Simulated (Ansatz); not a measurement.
**The Ni atom: HSE06 and PBE0 against PBE**

Aim: see what exact exchange does to the levels and moments, and what it costs. PBE is run first for comparison.

Method: DFT, plane waves (420 eV) with PBE-made PAW files, scalar-relativistic; functionals as named at each step, in Ansatz 0.2.0.

## (1) Starting point

A box of 14.0 × 14.4 × 14.8 Å, with unequal sides, keeps the periodic images far apart.

Coordinates:

```
Ni
1.0
    14.00000    0.00000    0.00000
     0.00000   14.40000    0.00000
     0.00000    0.00000   14.80000
Ni
1
Direct
  0.50000 0.50000 0.50000
```

## (2) PBE

The run with PBE.

File input.yaml:

```yaml
crystal:
  lattice:
    - [14.0, 0.0, 0.0]
    - [0.0, 14.4, 0.0]
    - [0.0, 0.0, 14.8]
  atoms:
    - { symbol: Ni, position: [0.5, 0.5, 0.5], spin: 2.0 }
  symmetry: { detect: false, time_reversal: true }
hamiltonian:
  xc: pbe
  pseudopotentials:
    kind: paw
    azcp:
      Ni: "pseudopotentials/Ni.paw.azcp"
basis:
  ecutwfc: 420
  fft_grid_basis: typed
kpoints:
  mp_grid: { grid: [1, 1, 1], shift: [0, 0, 0] }
magnetization:
  spin_polarized: true
scf:
  occupations: { method: fermi_dirac, width: 0.01 }
```

Command:

```console
$ ansatz run input.yaml --threads 4 --pin off --max-ram 10240MiB --backend cpu --events-out ev --progress --plain --runs-dir out
```

## (3) HSE06 single point

The run with HSE06.

input.yaml, as its differences from that of step 2:

```diff
@@ -9,3 +9,3 @@
 hamiltonian:
-  xc: pbe
+  xc: hse06
   pseudopotentials:
@@ -23 +23,6 @@
   occupations: { method: fermi_dirac, width: 0.01 }
+output:
+  write_density: true
+  write_potential: true
+  elf: true
+  volumetric_format: npy
```

## (4) PBE0 single point

The run with PBE0.

input.yaml, as its differences from that of step 3:

```diff
@@ -9,3 +9,3 @@
 hamiltonian:
-  xc: hse06
+  xc: pbe0
   pseudopotentials:
@@ -23,6 +23 @@
   occupations: { method: fermi_dirac, width: 0.01 }
-output:
-  write_density: true
-  write_potential: true
-  elf: true
-  volumetric_format: npy
```

(Steps that only read results are left out.)

Q: Predict the outcome of this session. Wanted: PBE: gap; PBE: magnetic state; HSE06: gap; HSE06: magnetic state; PBE0: gap; PBE0: magnetic state.

The runs gave:

| quantity | value |
| --- | --- |
| PBE: gap | none (levels filled in part) |
| PBE: magnetic state | total moment 2.00 μB |
| HSE06: gap | 2.00 eV |
| HSE06: magnetic state | total moment 2.00 μB |
| HSE06: SCF cycles, exchange loops | 146, 4 |
| HSE06: CPU time over that of PBE | 1.2 |
| PBE0: gap | 2.79 eV |
| PBE0: magnetic state | total moment 2.00 μB |
| PBE0: SCF cycles, exchange loops | 231, 6 |
| PBE0: CPU time over that of PBE | 1.9 |

PBE shows no gap on this mesh, while HSE06 opens one of 2.00 eV. HSE06 and PBE took about the same CPU time here. PBE0 gives a gap of 2.79 eV. The exchange operator of HSE06 was renewed in 4 outer loops. The total energies in the logs cannot be compared from one functional to another.
